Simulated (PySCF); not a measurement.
# C2H5BF2O: core binding energies at several levels of theory, part 3 of 3

PySCF 2.14.0. Atoms count from 0. The steps go on from the part before.

**8. Core holes by ΔSCF: SCAN, X2C**

The job: settings as JSON, then the geometry in Å.

```
{"job": {"kind": "xps", "basis": "def2-TZVP"}, "charge": 0, "multiplicity": 1}
C      1.908994     0.124243     0.027486
B      0.358829     0.283082     0.007817
F     -0.205993     1.326799    -0.604150
O     -0.461580    -0.632969     0.592118
C     -1.830265    -0.438621     0.666358
F     -2.121920     0.352914     1.730511
H      2.306008     0.115783    -1.000521
H      2.235238    -0.786222     0.546238
H      2.363168     0.997810     0.523522
H     -2.299861    -1.422755     0.819592
H     -2.218233     0.049678    -0.243392
```

Method: delta-SCF UKS SCAN, def2-TZVP on the ionised atom, pcseg-1 elsewhere, spin-free X2C.

The program printed:

```text
ground state, core basis on atom 0 (C), 126 functions
  cycle   1  E = -379.05294006  |g| = 8.12e-01
  cycle   2  E = -378.89028315  |g| = 1.26e+00
  cycle   3  E = -379.16996191  |g| = 1.12e-01
  cycle   4  E = -379.17229431  |g| = 4.05e-02
  cycle   5  E = -379.17260349  |g| = 1.51e-02
  cycle   6  E = -379.17263662  |g| = 5.35e-03
  cycle   7  E = -379.17264407  |g| = 8.20e-04
  cycle   8  E = -379.17264415  |g| = 4.37e-04
  E(ground) = -379.17299458 Eh
hole in C 1s of atom 0
  cycle   1  E = -367.94616887  |g| = 1.46e+00
  cycle   2  E = -367.59186240  |g| = 1.46e+00
  cycle   3  E = -368.42680231  |g| = 3.60e-01
  cycle   4  E = -368.46396979  |g| = 2.04e-01
  cycle   5  E = -368.47788418  |g| = 2.36e-02
  cycle   6  E = -368.47805578  |g| = 1.42e-02
  cycle   7  E = -368.47812084  |g| = 5.50e-03
  cycle   8  E = -368.47813389  |g| = 2.46e-03
  cycle   9  E = -368.47813655  |g| = 1.05e-03
  cycle  10  E = -368.47813701  |g| = 5.52e-04
  cycle  11  E = -368.47813682  |g| = 2.21e-04
  E(ion) = -368.47746912 Eh   <S^2> = 0.7651   hole on atom = 1.000   binding energy = 291.040 eV
ground state, core basis on atom 1 (B), 126 functions
  cycle   1  E = -379.17643439  |g| = 3.89e-02
  cycle   2  E = -379.17626210  |g| = 4.83e-02
  cycle   3  E = -379.17671322  |g| = 8.83e-03
  cycle   4  E = -379.17672659  |g| = 2.60e-03
  cycle   5  E = -379.17672687  |g| = 6.39e-04
  cycle   6  E = -379.17672575  |g| = 2.38e-04
  E(ground) = -379.17764898 Eh
hole in B 1s of atom 1
  cycle   1  E = -371.49932514  |g| = 1.15e+00
  cycle   2  E = -369.22995768  |g| = 2.02e+00
  cycle   3  E = -371.59938445  |g| = 8.31e-01
  cycle   4  E = -371.82818247  |g| = 2.68e-01
  cycle   5  E = -371.84846893  |g| = 2.26e-01
  cycle   6  E = -371.86447601  |g| = 8.69e-02
  cycle   7  E = -371.86718284  |g| = 3.38e-02
  cycle   8  E = -371.86756133  |g| = 8.51e-03
  cycle   9  E = -371.86759486  |g| = 3.80e-03
  cycle  10  E = -371.86760524  |g| = 1.47e-03
  cycle  11  E = -371.86760733  |g| = 6.86e-04
  cycle  12  E = -371.86760782  |g| = 3.83e-04
  E(ion) = -371.87081639 Eh   <S^2> = 0.7692   hole on atom = 1.000   binding energy = 198.829 eV
ground state, core basis on atom 2 (F), 126 functions
  cycle   1  E = -379.21185900  |g| = 6.75e-02
  cycle   2  E = -379.21067954  |g| = 1.09e-01
  cycle   3  E = -379.21230530  |g| = 1.27e-02
  cycle   4  E = -379.21232763  |g| = 5.64e-03
  cycle   5  E = -379.21233337  |g| = 7.89e-04
  cycle   6  E = -379.21233413  |g| = 1.50e-04
  E(ground) = -379.21454301 Eh
hole in F 1s of atom 2
  cycle   1  E = -352.85306182  |g| = 2.46e+00
  cycle   2  E = -352.84382955  |g| = 1.84e+00
  cycle   3  E = -353.61952534  |g| = 4.84e-01
  cycle   4  E = -353.63468019  |g| = 4.27e-01
  cycle   5  E = -353.70357658  |g| = 5.24e-02
  cycle   6  E = -353.70446591  |g| = 2.56e-02
  cycle   7  E = -353.70473254  |g| = 5.45e-03
  cycle   8  E = -353.70474175  |g| = 2.71e-03
  cycle   9  E = -353.70474410  |g| = 3.22e-04
  E(ion) = -353.71397896 Eh   <S^2> = 0.7558   hole on atom = 1.000   binding energy = 693.906 eV
ground state, core basis on atom 3 (O), 126 functions
  cycle   1  E = -379.19807842  |g| = 1.15e-01
  cycle   2  E = -379.19285824  |g| = 2.12e-01
  cycle   3  E = -379.20008132  |g| = 1.44e-02
  cycle   4  E = -379.20011326  |g| = 4.77e-03
  cycle   5  E = -379.20011787  |g| = 7.45e-04
  cycle   6  E = -379.20011735  |g| = 3.20e-04
  E(ground) = -379.19820354 Eh
hole in O 1s of atom 3
  cycle   1  E = -358.56407037  |g| = 2.14e+00
  cycle   2  E = -358.00949629  |g| = 2.06e+00
  cycle   3  E = -359.20286911  |g| = 6.60e-01
  cycle   4  E = -359.29843779  |g| = 4.01e-01
  cycle   5  E = -359.34787208  |g| = 5.68e-02
  cycle   6  E = -359.34886658  |g| = 2.07e-02
  cycle   7  E = -359.34905129  |g| = 6.00e-03
  cycle   8  E = -359.34905941  |g| = 3.94e-03
  cycle   9  E = -359.34906486  |g| = 7.02e-04
  cycle  10  E = -359.34906560  |g| = 2.90e-04
  E(ion) = -359.34942028 Eh   <S^2> = 0.7612   hole on atom = 1.000   binding energy = 540.113 eV
ground state, core basis on atom 4 (C), 126 functions
  cycle   1  E = -379.17814590  |g| = 8.43e-02
  cycle   2  E = -379.17522458  |g| = 1.52e-01
  cycle   3  E = -379.17935038  |g| = 1.09e-02
  cycle   4  E = -379.17937040  |g| = 4.10e-03
  cycle   5  E = -379.17937175  |g| = 6.58e-04
  cycle   6  E = -379.17937194  |g| = 2.51e-04
  E(ground) = -379.17913979 Eh
hole in C 1s of atom 4
  cycle   1  E = -367.80147481  |g| = 1.46e+00
  cycle   2  E = -363.19196131  |g| = 2.92e+00
  cycle   3  E = -367.97206127  |g| = 8.72e-01
  cycle   4  E = -368.23685938  |g| = 4.83e-01
  cycle   5  E = -368.31182050  |g| = 1.56e-01
  cycle   6  E = -368.31927201  |g| = 5.59e-02
  cycle   7  E = -368.32062114  |g| = 1.74e-02
  cycle   8  E = -368.32072895  |g| = 8.11e-03
  cycle   9  E = -368.32076031  |g| = 2.94e-03
  cycle  10  E = -368.32076488  |g| = 2.24e-03
  cycle  11  E = -368.32076752  |g| = 8.54e-04
  cycle  12  E = -368.32076872  |g| = 2.77e-04
  E(ion) = -368.32151542 Eh   <S^2> = 0.7719   hole on atom = 1.000   binding energy = 295.451 eV
ground state, core basis on atom 5 (F), 126 functions
  cycle   1  E = -379.21333404  |g| = 5.89e-02
  cycle   2  E = -379.21273449  |g| = 8.32e-02
  cycle   3  E = -379.21367786  |g| = 1.34e-02
  cycle   4  E = -379.21370056  |g| = 5.30e-03
  cycle   5  E = -379.21370608  |g| = 1.36e-03
  cycle   6  E = -379.21370717  |g| = 2.70e-04
  E(ground) = -379.21546537 Eh
hole in F 1s of atom 5
  cycle   1  E = -352.85954254  |g| = 2.45e+00
  cycle   2  E = -352.68855938  |g| = 1.94e+00
  cycle   3  E = -353.58091783  |g| = 5.98e-01
  cycle   4  E = -353.64749188  |g| = 4.16e-01
  cycle   5  E = -353.71098039  |g| = 6.20e-02
  cycle   6  E = -353.71192450  |g| = 3.64e-02
  cycle   7  E = -353.71236726  |g| = 5.52e-03
  cycle   8  E = -353.71237612  |g| = 2.53e-03
  cycle   9  E = -353.71237904  |g| = 5.10e-04
  cycle  10  E = -353.71237886  |g| = 1.11e-04
  E(ion) = -353.72117487 Eh   <S^2> = 0.7563   hole on atom = 1.000   binding energy = 693.735 eV
```

Wall time 31 s (1 thread of Arm Neoverse V1, shared host); peak memory 0.52 GiB.

The holes in one table. −ε is the ground-state orbital energy:

```
     hole  stands for                environment  ΔSCF (eV)  −ε (eV)   ⟨S²⟩
C1s on C0          C0  methyl carbon bonded to B     291.04    273.1  0.765
B1s on B1          B1    boron bonded to C, F, O     198.83    182.0  0.769
F1s on F2          F2       fluorine bonded to B     693.91    666.9  0.756
O1s on O3          O3      oxygen bonded to C, B     540.11    517.5  0.761
C1s on C4          C4  sp3 CH2 bonded to F and O     295.45    277.2  0.772
F1s on F5          F5  fluorine on an sp3 carbon     693.73    666.8  0.756
```

**9. X-ray photoelectron lines: SCAN, non-relativistic**

Same as in step 8 but for these lines:

```diff
@@ -1,2 +1,2 @@
-{"job": {"kind": "xps", "basis": "def2-TZVP"}, "charge": 0, "multiplicity": 1}
+{"job": {"kind": "xps", "x2c": false}, "charge": 0, "multiplicity": 1}
 C      1.908994     0.124243     0.027486
```

With the program's defaults for keys left out, this is: delta-SCF UKS SCAN, pcX-2 on the ionised atom, pcseg-1 elsewhere, non-relativistic.

The program printed:

```text
ground state, core basis on atom 0 (C), 140 functions
  cycle   1  E = -378.80391735  |g| = 8.05e-01
  cycle   2  E = -378.64633610  |g| = 1.24e+00
  cycle   3  E = -378.91845002  |g| = 1.12e-01
  cycle   4  E = -378.92066989  |g| = 4.47e-02
  cycle   5  E = -378.92104355  |g| = 1.54e-02
  cycle   6  E = -378.92108152  |g| = 5.52e-03
  cycle   7  E = -378.92108702  |g| = 8.15e-04
  cycle   8  E = -378.92108649  |g| = 4.34e-04
  E(ground) = -378.92096291 Eh
hole in C 1s of atom 0
  cycle   1  E = -367.69702936  |g| = 1.50e+00
  cycle   2  E = -367.29722062  |g| = 1.63e+00
  cycle   3  E = -368.20831358  |g| = 3.19e-01
  cycle   4  E = -368.23111377  |g| = 2.02e-01
  cycle   5  E = -368.24442990  |g| = 3.50e-02
  cycle   6  E = -368.24475476  |g| = 1.43e-02
  cycle   7  E = -368.24479935  |g| = 9.86e-03
  cycle   8  E = -368.24483268  |g| = 2.68e-03
  cycle   9  E = -368.24483644  |g| = 1.11e-03
  cycle  10  E = -368.24483689  |g| = 6.89e-04
  cycle  11  E = -368.24483702  |g| = 2.30e-04
  E(ion) = -368.24400141 Eh   <S^2> = 0.7664   hole on atom = 1.000   binding energy = 290.535 eV
ground state, core basis on atom 1 (B), 140 functions
  cycle   1  E = -378.92205738  |g| = 4.80e-02
  cycle   2  E = -378.92187549  |g| = 4.94e-02
  cycle   3  E = -378.92231184  |g| = 1.43e-02
  cycle   4  E = -378.92234405  |g| = 4.98e-03
  cycle   5  E = -378.92234769  |g| = 8.29e-04
  cycle   6  E = -378.92234818  |g| = 2.79e-04
  E(ground) = -378.92363064 Eh
hole in B 1s of atom 1
  cycle   1  E = -371.24525530  |g| = 1.17e+00
  cycle   2  E = -368.88508161  |g| = 2.17e+00
  cycle   3  E = -371.38795111  |g| = 7.89e-01
  cycle   4  E = -371.59328784  |g| = 2.56e-01
  cycle   5  E = -371.60779402  |g| = 2.17e-01
  cycle   6  E = -371.62299133  |g| = 8.14e-02
  cycle   7  E = -371.62533241  |g| = 3.07e-02
  cycle   8  E = -371.62563662  |g| = 9.68e-03
  cycle   9  E = -371.62567271  |g| = 4.94e-03
  cycle  10  E = -371.62568565  |g| = 1.68e-03
  cycle  11  E = -371.62568777  |g| = 7.48e-04
  cycle  12  E = -371.62568861  |g| = 4.57e-04
  E(ion) = -371.62837398 Eh   <S^2> = 0.7746   hole on atom = 1.000   binding energy = 198.514 eV
ground state, core basis on atom 2 (F), 140 functions
  cycle   1  E = -378.96156792  |g| = 6.94e-02
  cycle   2  E = -378.96096255  |g| = 8.10e-02
  cycle   3  E = -378.96174449  |g| = 2.51e-02
  cycle   4  E = -378.96182228  |g| = 6.44e-03
  cycle   5  E = -378.96183048  |g| = 9.05e-04
  cycle   6  E = -378.96182979  |g| = 2.40e-04
  E(ground) = -378.96427571 Eh
hole in F 1s of atom 2
  cycle   1  E = -352.62785248  |g| = 2.57e+00
  cycle   2  E = -352.58864491  |g| = 2.11e+00
  cycle   3  E = -353.43550851  |g| = 4.44e-01
  cycle   4  E = -353.42336917  |g| = 4.58e-01
  cycle   5  E = -353.50295394  |g| = 5.05e-02
  cycle   6  E = -353.50371535  |g| = 2.84e-02
  cycle   7  E = -353.50405716  |g| = 6.22e-03
  cycle   8  E = -353.50406668  |g| = 3.13e-03
  cycle   9  E = -353.50407079  |g| = 3.82e-04
  E(ion) = -353.51328371 Eh   <S^2> = 0.7564   hole on atom = 1.000   binding energy = 692.557 eV
ground state, core basis on atom 3 (O), 140 functions
  cycle   1  E = -378.94823913  |g| = 1.24e-01
  cycle   2  E = -378.94309740  |g| = 2.11e-01
  cycle   3  E = -378.95021212  |g| = 1.88e-02
  cycle   4  E = -378.95023033  |g| = 1.59e-02
  cycle   5  E = -378.95026999  |g| = 1.41e-03
  cycle   6  E = -378.95027096  |g| = 3.77e-04
  E(ground) = -378.94803206 Eh
hole in O 1s of atom 3
  cycle   1  E = -358.32817650  |g| = 2.22e+00
  cycle   2  E = -357.73411116  |g| = 2.30e+00
  cycle   3  E = -359.02236319  |g| = 6.00e-01
  cycle   4  E = -359.07721074  |g| = 4.34e-01
  cycle   5  E = -359.13598227  |g| = 5.37e-02
  cycle   6  E = -359.13677987  |g| = 2.25e-02
  cycle   7  E = -359.13699633  |g| = 6.93e-03
  cycle   8  E = -359.13700778  |g| = 3.98e-03
  cycle   9  E = -359.13701474  |g| = 8.11e-04
  cycle  10  E = -359.13701371  |g| = 2.97e-04
  E(ion) = -359.13655777 Eh   <S^2> = 0.7618   hole on atom = 1.000   binding energy = 539.098 eV
ground state, core basis on atom 4 (C), 140 functions
  cycle   1  E = -378.92671210  |g| = 9.03e-02
  cycle   2  E = -378.92382498  |g| = 1.50e-01
  cycle   3  E = -378.92785619  |g| = 1.45e-02
  cycle   4  E = -378.92787302  |g| = 1.15e-02
  cycle   5  E = -378.92789312  |g| = 9.12e-04
  cycle   6  E = -378.92789359  |g| = 2.70e-04
  E(ground) = -378.92730393 Eh
hole in C 1s of atom 4
  cycle   1  E = -367.55065897  |g| = 1.49e+00
  cycle   2  E = -362.78261754  |g| = 3.13e+00
  cycle   3  E = -367.76518042  |g| = 8.42e-01
  cycle   4  E = -368.00476068  |g| = 4.82e-01
  cycle   5  E = -368.07614768  |g| = 1.57e-01
  cycle   6  E = -368.08380736  |g| = 5.23e-02
  cycle   7  E = -368.08493194  |g| = 1.77e-02
  cycle   8  E = -368.08503662  |g| = 9.06e-03
  cycle   9  E = -368.08507349  |g| = 2.92e-03
  cycle  10  E = -368.08507799  |g| = 2.17e-03
  cycle  11  E = -368.08508053  |g| = 8.49e-04
  cycle  12  E = -368.08507997  |g| = 3.02e-04
  E(ion) = -368.08583156 Eh   <S^2> = 0.7734   hole on atom = 1.000   binding energy = 295.011 eV
ground state, core basis on atom 5 (F), 140 functions
  cycle   1  E = -378.96321417  |g| = 6.24e-02
  cycle   2  E = -378.96298506  |g| = 5.24e-02
  cycle   3  E = -378.96324643  |g| = 3.09e-02
  cycle   4  E = -378.96337102  |g| = 5.49e-03
  cycle   5  E = -378.96337547  |g| = 1.28e-03
  cycle   6  E = -378.96337874  |g| = 3.75e-04
  E(ground) = -378.96535767 Eh
hole in F 1s of atom 5
  cycle   1  E = -352.63402168  |g| = 2.57e+00
  cycle   2  E = -352.43085292  |g| = 2.21e+00
  cycle   3  E = -353.40327546  |g| = 5.53e-01
  cycle   4  E = -353.43279985  |g| = 4.57e-01
  cycle   5  E = -353.51085093  |g| = 5.70e-02
  cycle   6  E = -353.51154955  |g| = 3.80e-02
  cycle   7  E = -353.51203953  |g| = 6.58e-03
  cycle   8  E = -353.51205169  |g| = 2.79e-03
  cycle   9  E = -353.51205398  |g| = 6.13e-04
  cycle  10  E = -353.51205463  |g| = 1.33e-04
  E(ion) = -353.52085810 Eh   <S^2> = 0.7569   hole on atom = 1.000   binding energy = 692.380 eV
```

It took 33 s on 1 thread of Arm Neoverse V1, shared host; peak memory 0.52 GiB.

The holes in one table. −ε is the ground-state orbital energy:

```
     hole  stands for                environment  ΔSCF (eV)  −ε (eV)   ⟨S²⟩
C1s on C0          C0  methyl carbon bonded to B     290.53    273.1  0.766
B1s on B1          B1    boron bonded to C, F, O     198.51    182.0  0.775
F1s on F2          F2       fluorine bonded to B     692.56    666.2  0.756
O1s on O3          O3      oxygen bonded to C, B     539.10    517.2  0.762
C1s on C4          C4  sp3 CH2 bonded to F and O     295.01    277.3  0.773
F1s on F5          F5  fluorine on an sp3 carbon     692.38    666.1  0.757
```

**10. What came out**

What follows sums up all 3 parts.

| quantity | value |
| --- | --- |
| C1s binding energies, SCAN/pcX-2 | C4 295.11, C0 290.64 eV |
| F1s binding energies, SCAN/pcX-2 | F2 693.20, F5 693.02 eV |
| B1s binding energies, SCAN/pcX-2 | B1 198.55 eV |
| O1s binding energies, SCAN/pcX-2 | O3 539.48 eV |
| C1s binding energies, B3LYP/pcX-2 | C4 295.19, C0 290.74 eV |
| F1s binding energies, B3LYP/pcX-2 | F2 692.90, F5 692.72 eV |
| B1s binding energies, B3LYP/pcX-2 | B1 198.94 eV |
| O1s binding energies, B3LYP/pcX-2 | O3 539.25 eV |
| C1s binding energies, PBE0/pcX-2 | C4 294.60, C0 290.19 eV |
| F1s binding energies, PBE0/pcX-2 | F2 692.29, F5 692.12 eV |
| B1s binding energies, PBE0/pcX-2 | B1 198.25 eV |
| O1s binding energies, PBE0/pcX-2 | O3 538.78 eV |
| C1s binding energies, PBE/pcX-2 | C4 293.99, C0 289.79 eV |
| F1s binding energies, PBE/pcX-2 | F2 691.97, F5 691.85 eV |
| B1s binding energies, PBE/pcX-2 | B1 197.58 eV |
| O1s binding energies, PBE/pcX-2 | O3 538.43 eV |
| C1s binding energies, HF/pcX-2 | C4 295.42, C0 290.55 eV |
| F1s binding energies, HF/pcX-2 | F2 692.51, F5 692.17 eV |
| B1s binding energies, HF/pcX-2 | B1 199.17 eV |
| O1s binding energies, HF/pcX-2 | O3 538.88 eV |
| C1s binding energies, SCAN/pcX-1 | C4 295.12, C0 290.64 eV |
| F1s binding energies, SCAN/pcX-1 | F2 693.41, F5 693.12 eV |
| B1s binding energies, SCAN/pcX-1 | B1 198.60 eV |
| O1s binding energies, SCAN/pcX-1 | O3 539.59 eV |
| C1s binding energies, SCAN/def2-TZVP | C4 295.45, C0 291.04 eV |
| F1s binding energies, SCAN/def2-TZVP | F2 693.91, F5 693.73 eV |
| B1s binding energies, SCAN/def2-TZVP | B1 198.83 eV |
| O1s binding energies, SCAN/def2-TZVP | O3 540.11 eV |
| C1s binding energies, SCAN/pcX-2, non-relativistic | C4 295.01, C0 290.53 eV |
| F1s binding energies, SCAN/pcX-2, non-relativistic | F2 692.56, F5 692.38 eV |
| B1s binding energies, SCAN/pcX-2, non-relativistic | B1 198.51 eV |
| O1s binding energies, SCAN/pcX-2, non-relativistic | O3 539.10 eV |

Single values in the summary come from the first sound run of each kind (SCAN/pcX-2), which need not be the best level. At SCAN/pcX-2: C4 (sp3 CH2 bonded to F and O) binds its C1s electron 4.47 eV more tightly than C0 (methyl carbon bonded to B). At PBE0/pcX-2: The F1s levels kept as sound span 0.17 eV, from F5 (fluorine on an sp3 carbon) up to F2 (fluorine bonded to B). At SCAN/pcX-1: C4 (sp3 CH2 bonded to F and O) binds its C1s electron 4.48 eV more tightly than C0 (methyl carbon bonded to B). At SCAN/pcX-2, non-relativistic: The F1s levels kept as sound span 0.18 eV, from F5 (fluorine on an sp3 carbon) up to F2 (fluorine bonded to B).
